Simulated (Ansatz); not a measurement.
Crystal: Cd3Se.

```
CELL_PARAMETERS angstrom
-2.04095 2.04095 6.08708
2.04095 -2.04095 6.08708
2.04095 2.04095 -6.08708
ATOMIC_POSITIONS crystal
Cd 0.50000 0.50000 0.00000
Cd 0.25000 0.75000 0.50000
Cd 0.75000 0.25000 0.50000
Se 0.00000 0.00000 0.00000
```

The cell comes from a database or a generator and needn't be the stable form of this composition.

Base run:

* Program: Ansatz 0.2.0
* Functional: PBE
* Potentials or basis: Ansatz PAW
* Cutoff: 420 eV (not typed: the program's choice for these potentials)
* k mesh: 9 × 9 × 9
* Occupations: fermi-dirac, width 0.05 eV
* Spin: no spin polarisation

Its results: band gap on the k mesh none (metal or under the smearing width); pressure -0.5 GPa.

Question: The run is repeated on the same cell with these changes: functional from PBE to PBEsol; spin from no spin polarisation to spin-orbit coupling, no magnetisation; potential files from those of the base run to others of the same set. What comes out?

Answer: Band gap on the k mesh none (metal or under the smearing width); pressure -3.8 GPa.

Several settings changed at once, so the effect can't be laid on one alone.

Caveats: the PAW data sets come from PBE, with cores solved anew for the run's functional, which leaves a small shift of forces and pressure (some runs).
